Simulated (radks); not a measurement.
**Exchange and kinetic functionals tested on atomic densities: Ta³²⁺, Ni¹⁰⁺, Cr⁺, P, Be²⁺, Tl¹⁶⁺**

An exercise on one series of results from a longer session: the logs are not shown, and one member is left open.

Method: non-relativistic Kohn-Sham, exchange-only PBE, spin-polarised, spherical densities, point nucleus; open shells are filled with parallel spins first. Code: radks (a radial shooting solver on a logarithmic mesh, Libxc functionals) version 1.

## The system

* species: Ta³²⁺ ([Kr] 4d5), Ni¹⁰⁺ ([Ar]), Cr⁺ ([Ar] 3d5), P ([Ne] 3s2 3p3), Be²⁺ ([He]), Tl¹⁶⁺ ([Kr] 4d10 4f14 5s2 5p3)

The first run:

The run's settings:

```text
Z 73
configuration [Kr] 4d5
relativity non-relativistic
functional pbe,
spin polarised
nucleus point
```

Among the steps run: Ta³²⁺, [Kr] 4d5.

One of the session's tables, all rows but one given; the rest of the session is left out.

It belongs to the step «Ta³²⁺, [Kr] 4d5». From the orbitals of this run (lengths in bohr):

```
  level     <r>  outermost maximum (interpolated)  90 % within  nodes
  3d up  0.1852                             0.153        0.286      0
3d down  0.1851                             0.153        0.285      0
  4s up       ?                                 ?            ?      ?
4s down  0.4520                             0.440        0.638      3
  4p up  0.4497                             0.437        0.641      2
4p down  0.4507                             0.437        0.643      2
  4d up  0.4418                             0.423        0.643      1
4d down  0.4428                             0.423        0.645      1
```

**Question.** Estimate the row for 4s up.

As computed: <r>: 0.4511; outermost maximum (interpolated): 0.440; 90 % within: 0.637; nodes: 3. In the column «<r>» it lies between 4p down (0.4507) and 4s down (0.4520).
